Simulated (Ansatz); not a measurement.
## TaSnO3 and its elements: a formation energy from the elements

Program: the Python package of Ansatz (0.2.0).

Script `tasno3.py`:
```python
"""Is TaSnO3 bound against its elements, after relaxing atoms and volume at fixed cell shape."""

from collections import Counter
import warnings

import ansatz as az
import numpy as np

FUNCTIONAL = "r2scan"
ECUT = 620
K_SPACING = 0.16
SMEARING = "cold"
SIGMA = 0.02

PHASES = {
    "TaSnO3": (
        [(3.88, 0.0, 0.0), (0.0, 3.88, 0.0), (0.0, 0.0, 3.88)],
        [
            ("Ta", (0.5, 0.5, 0.5)),
            ("Sn", (0.0, 0.0, 0.0)),
            ("O", (0.0, 0.5, 0.5)),
            ("O", (0.5, 0.0, 0.5)),
            ("O", (0.5, 0.5, 0.0)),
        ],
    ),
    "Ta": (
        [(-1.65128, 1.65128, 1.65128), (1.65128, -1.65128, 1.65128), (1.65128, 1.65128, -1.65128)],
        [
            ("Ta", (0.0, 0.0, 0.0)),
        ],
    ),
    "Sn": (
        [(0.0, 3.23334, 3.23334), (3.23334, 0.0, 3.23334), (3.23334, 3.23334, 0.0)],
        [
            ("Sn", (0.0, 0.0, 0.0)),
            ("Sn", (0.25, 0.25, 0.25)),
        ],
    ),
    "O2": (
        [(9.0, 0.0, 0.0), (0.0, 9.5, 0.0), (0.0, 0.0, 10.0)],
        [
            ("O", (0.5, 0.5, 0.4385)),
            ("O", (0.5, 0.5, 0.5615)),
        ],
    ),
}


def build(vectors, sites):
    crystal = az.Crystal(lattice=az.Lattice.of(vectors))
    for symbol, position in sites:
        crystal = crystal.atom(symbol, position)
    return crystal

POLARISED = {"O2"}

GASES = {"O2"}


def ground_state(name, crystal):
    calc = (
        crystal.calculation()
        .functional(FUNCTIONAL)
        .basis(ECUT)
        .kpoints(spacing=K_SPACING)
        .occupations(SMEARING, width=SIGMA)
        .stress()
    )
    if name in POLARISED:
        calc = calc.spin("collinear")
    if name in GASES:
        return calc.kpoints(1, 1, 1).relax(force_tolerance=0.01).run()
    calc = calc.relax(force_tolerance=0.01, fix_cell=["shape"])
    return calc.run()


def counts(outcome):
    return Counter(site.symbol for site in outcome.lattice.sites)

def formation_energy(outcome, mu):
    n = counts(outcome)
    return (outcome.report["energy_sigma0_ev"] - sum(k * mu[element] for element, k in n.items())) / sum(n.values())


def volume_per_atom(outcome):
    return abs(np.linalg.det(outcome.lattice.cell_ang)) / len(outcome.lattice.sites)

warnings.simplefilter("ignore", az.DeckWarning)

phases = {name: build(*cell) for name, cell in PHASES.items()}
phases["O2"] = phases["O2"].moments(O=1.0)

done = {name: ground_state(name, crystal) for name, crystal in phases.items()}

# energy of one atom in its reference phase
references = {"Ta": "Ta", "Sn": "Sn", "O": "O2"}
mu = {element: done[name].report["energy_sigma0_ev"] / len(done[name].lattice.sites) for element, name in references.items()}

target = done["TaSnO3"]
heat = formation_energy(target, mu)
for element, value in mu.items():
    print(f"mu({element}) = {value:.4f} eV from {references[element]}, {volume_per_atom(done[references[element]]):.2f} A^3/atom")
print(f"formation energy of TaSnO3: {heat:.4f} eV/atom = {96.4853 * heat:.1f} kJ/mol of atoms")
# gas references are bare DFT energies, without zero-point or fitted corrections
```

Output of `python tasno3.py`:
```text
mu(Ta) = -9944.3208 eV from Ta, 18.06 A^3/atom
mu(Sn) = -6038.6400 eV from Sn, 35.39 A^3/atom
mu(O) = -565.9866 eV from O2, 427.50 A^3/atom
formation energy of TaSnO3: -2.0528 eV/atom = -198.1 kJ/mol of atoms
```

The formation energy is -2.053 eV an atom (-198.1 kJ per mole of atoms), so TaSnO3 lies below the reference phases.

Reading the output:
- Absolute energies stand on the zero of these potentials, so only differences at equal settings mean something.
- Other magnetic orders than the one started from may lie lower.
- For the metals among these phases the mesh is modest: differences between phases can be off by up to 40 meV an atom.
- The program warned that this SCF threshold is loose for forces or stresses.
- Atoms and volume are relaxed with the cell's shape held, which in cells of lower than cubic symmetry can hide stresses and shift volumes.
- Spin-orbit coupling, which matters for elements this heavy, is left out.
- r2SCAN tends to overestimate the moments of itinerant magnets.
- The cells come from databases of deposited and of computed structures, and not all need be stable phases.
- The compound is the structure given, not necessarily its lowest; energies are at zero temperature, with no correction for gases. Magnetic phases start from parallel moments and may not end in their lowest magnetic state. A semilocal functional's error on such energies is often 0.05 to 0.1 eV an atom, and 0.1 to 0.3 eV against gases such as O2 or F2.
- The script silences the warnings on its input, which a real study should read.
- Finished in 7.2 min on 1 thread of Arm Neoverse V2, on a shared host, peak memory 2.5 GiB.
